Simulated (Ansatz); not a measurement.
# CH9AlSSi2: the cost of one run

Computed with Ansatz 0.2.0, Gaussian basis. Level: functionals in def2-TZVPP, the program's frozen cores in correlated methods.

The runs, in order: PBE-D4, r2SCAN-D4, PBE0-D4, B3LYP-D4, ωB97X-V, ωB97M-V, B2PLYP; CCSD(T)/def2-TZVPP; MP2/def2-QZVPP; extrapolation to the limit.

**1. The relaxed structure**

All runs share one geometry, relaxed beforehand with PBE0-D4 in a triple-zeta def2 set.

14 atoms, charge 0, spin multiplicity 1.

Atoms are counted from 1 here; the program's logs count them from 0.

Bond lengths: C1–Si2 1.862 Å, C1–H6 1.093 Å, C1–H7 1.092 Å, C1–H8 1.093 Å, Si2–Si3 2.337 Å, Si2–S4 2.104 Å, Si2–H9 1.564 Å, Si3–H10 1.489 Å, Si3–H11 1.487 Å, Si3–H12 1.485 Å, S4–Al5 2.245 Å, Al5–H13 1.581 Å, Al5–H14 1.583 Å. Angles: Si2–C1–H6 111.2°, Si2–C1–H7 110.1°, Si2–C1–H8 109.5°, H6–C1–H7 109.2°, H6–C1–H8 108.5°, H7–C1–H8 108.3°, C1–Si2–Si3 115.7°, C1–Si2–S4 115.8°, C1–Si2–H9 105.1°, Si3–Si2–S4 113.2°, Si3–Si2–H9 103.8°, S4–Si2–H9 100.7°, Si2–Si3–H10 110.9°, Si2–Si3–H11 108.6°, Si2–Si3–H12 109.0°, H10–Si3–H11 108.9°, H10–Si3–H12 109.7°, H11–Si3–H12 109.7° and more.

**2. PBE-D4 (GGA)**

Contents of in.yaml:

```yaml
crystal:
  periodic: [false, false, false]
  atoms:
    - {symbol: C, position_ang: [-1.617301, 1.191204, 0.057668]}
    - {symbol: Si, position_ang: [-0.015714, 0.242932, 0.124520]}
    - {symbol: Si, position_ang: [0.144288, -1.360352, 1.817864]}
    - {symbol: S, position_ang: [1.736363, 1.385926, -0.101856]}
    - {symbol: Al, position_ang: [1.603068, 0.206493, -2.007449]}
    - {symbol: H, position_ang: [-2.475353, 0.515105, 0.040238]}
    - {symbol: H, position_ang: [-1.641651, 1.825898, -0.830298]}
    - {symbol: H, position_ang: [-1.699207, 1.832072, 0.939142]}
    - {symbol: H, position_ang: [0.014734, -0.599772, -1.192151]}
    - {symbol: H, position_ang: [-1.079667, -2.206221, 1.866115]}
    - {symbol: H, position_ang: [0.298576, -0.660699, 3.120947]}
    - {symbol: H, position_ang: [1.331835, -2.214236, 1.564112]}
    - {symbol: H, position_ang: [2.497179, -1.091653, -2.133489]}
    - {symbol: H, position_ang: [0.889949, 0.904004, -3.236665]}
basis:
  gaussian: {orbitals: def2-TZVPP}
hamiltonian: {xc: pbe, dispersion: d4}
output: {forces: true, orbitals: {seedname: orbitals}}
```

Launch:

```bash
ansatz run in.yaml --threads 4 --pin off --events-out ev --progress --plain --max-ram 10444MiB
```

**Question.** How long does this run take on 4 threads of Arm Neoverse V1, shared host, and how much memory does it need?

About 4.4 s, with a peak of 0.59 GiB.
